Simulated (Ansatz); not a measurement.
# La2Ti3H2: the cost of one run

Method: DFT PBE, scalar-relativistic, plane waves, PAW, in Ansatz 0.2.0.

1 further run of the same task is left out (for a known fault of the program).

## Step 1: The structure to begin with

It takes space group P6/mmm (No. 191, hexagonal). Conventional cell: a = 5.161 Å, b = 5.161 Å, c = 8.534 Å, α = 90.00°, β = 90.00°, γ = 120.00°. Around La (site symmetry 6/mmm) lie 2 La at 4.27 Å. La (site symmetry 6/mmm) has 6 Ti at 2.58 Å as nearest neighbours. Ti (site symmetry mmm) is surrounded by 2 H at 1.49 Å. H (site symmetry -6m2) has 3 Ti at 1.49 Å as nearest neighbours.

Coordinates:

```cif
data_structure
_symmetry_space_group_name_H-M 'P 1'
_symmetry_Int_Tables_number 1
_cell_length_a 5.1607
_cell_length_b 5.1607
_cell_length_c 8.5340
_cell_angle_alpha 90.000
_cell_angle_beta 90.000
_cell_angle_gamma 120.000
_cell_volume 196.84
loop_
_atom_site_label
_atom_site_type_symbol
_atom_site_fract_x
_atom_site_fract_y
_atom_site_fract_z
_atom_site_occupancy
La1 La 0.00000 0.00000 0.50000 1
La2 La 0.00000 0.00000 0.00000 1
Ti1 Ti 0.50000 0.00000 0.00000 1
Ti2 Ti 0.00000 0.50000 0.00000 1
Ti3 Ti 0.50000 0.50000 0.00000 1
H1 H 0.33333 0.66667 0.00000 1
H2 H 0.66667 0.33333 0.00000 1
```

Recipe of the guess: random cell by space group and Wyckoff sites (P6/mmm, No. 191). Lengths come from tabulated atomic sizes and are only a guess.

## Step 2: Probe: one point on a coarse mesh

File input.yaml:

```yaml
crystal:
  lattice:
    - [5.16074777, 0.0, 0.0]
    - [-2.58037389, 4.46933867, 0.0]
    - [0.0, 0.0, 8.53399455]
  atoms:
    - { symbol: La, position: [0.0, 0.0, 0.5] }
    - { symbol: La, position: [0.0, 0.0, 0.0] }
    - { symbol: Ti, position: [0.5, 0.0, 0.0] }
    - { symbol: Ti, position: [0.0, 0.5, 0.0] }
    - { symbol: Ti, position: [0.5, 0.5, 0.0] }
    - { symbol: H, position: [0.33333333, 0.66666667, 0.0] }
    - { symbol: H, position: [0.66666667, 0.33333333, 0.0] }
basis:
  ecutwfc: 420
kpoints:
  mp_grid: { grid: [6, 6, 2] }
hamiltonian:
  xc: pbe
scf:
  occupations: { method: gaussian, width: 0.1 }
  lower_state_search: "off"
output:
  forces: true
  stress: true
  eigenvalues: true
```

Started as:

```bash
ansatz run input.yaml --threads 1 --pin off --max-ram 2560MiB --backend cpu --events-out ev --progress --plain --runs-dir out
```

Q: Estimate wall time and peak memory on 1 thread of Arm Neoverse N1, shared host.

About 25 s, with a peak of 0.46 GiB.
